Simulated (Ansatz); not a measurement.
I need an atomisation energy of CH₈AlN, SMILES C[NH2+][AlH3-]. Use Ansatz 0.2.0, Python API. Level of theory (for the species named): r2SCAN, def2-TZVPP basis, multiplicity 1, D4 dispersion.

The script reads `ch8aln.xyz`:
```text
11

C     1.21965    0.10651   -0.60372
N     0.38759   -0.21248    0.55496
Al   -1.60191    0.06287    0.17302
H     2.28641   -0.02749   -0.40780
H     0.91944   -0.53185   -1.43282
H     1.03005    1.13874   -0.89311
H     0.64893    0.37203    1.34793
H     0.53998   -1.17810    0.84290
H    -2.09790   -0.37776    1.59895
H    -1.56846    1.59752   -0.16325
H    -1.76377   -0.94999   -1.01706
```

Script `tae_ch8aln.py`:
```python
from collections import Counter

import ansatz as az


def energy(molecule, charge=0, unpaired=0):
    calc = molecule.calculation().basis(gaussian="def2-TZVPP").functional("r2SCAN", dispersion="d4")
    if charge:
        calc = calc.charge(charge)
    if unpaired:
        calc = calc.spin("collinear", total=unpaired)
    report = calc.run(threads=1, pin="off").report
    if report["published_state_doubts"]:
        print("  doubts:", report["published_state_doubts"])
    return report["free_energy_ev"]


def main() -> None:
    mol = az.Crystal.molecule_from_extxyz("ch8aln.xyz")

    unpaired = {"C": 2, "N": 3, "Al": 1, "H": 1}
    counts = Counter(site.symbol for site in mol.cartesian_sites)
    atom_energy = {s: energy(az.Crystal.molecule().atom(s, (0, 0, 0)), 0, unpaired[s]) for s in counts}
    whole = energy(mol, 0, 0)
    for s, e in atom_energy.items():
        print(f"{s:2s} x{counts[s]}  {e:14.5f} eV")
    print(f"CH8AlN: {whole:.5f} eV")
    split = sum(counts[s] * e for s, e in atom_energy.items()) - whole
    print(f"atomisation energy (no zero-point term): {split:.3f} eV, {split / sum(counts.values()):.3f} eV an atom")


if __name__ == "__main__":
    main()
```

```console
$ python tae_ch8aln.py
C  x1     -1029.48623 eV
N  x1     -1485.22506 eV
Al x1     -6594.15186 eV
H  x8       -13.60370 eV
CH8AlN: -9253.46795 eV
atomisation energy (no zero-point term): 35.775 eV, 3.252 eV an atom
```

35.775 eV from the electronic energies, without the zero-point term.

Notes:
- Total energies depend on the basis set; only differences at equal settings carry meaning.
- The geometry is a force-field or estimated start, not a minimum of this method, and the basis set is short of its limit. All parts are taken at fixed geometry, without zero-point energy.
- Wall time of the script: 14 s on 1 thread of Arm Neoverse V1 (shared host), peak memory 0.3 GiB.
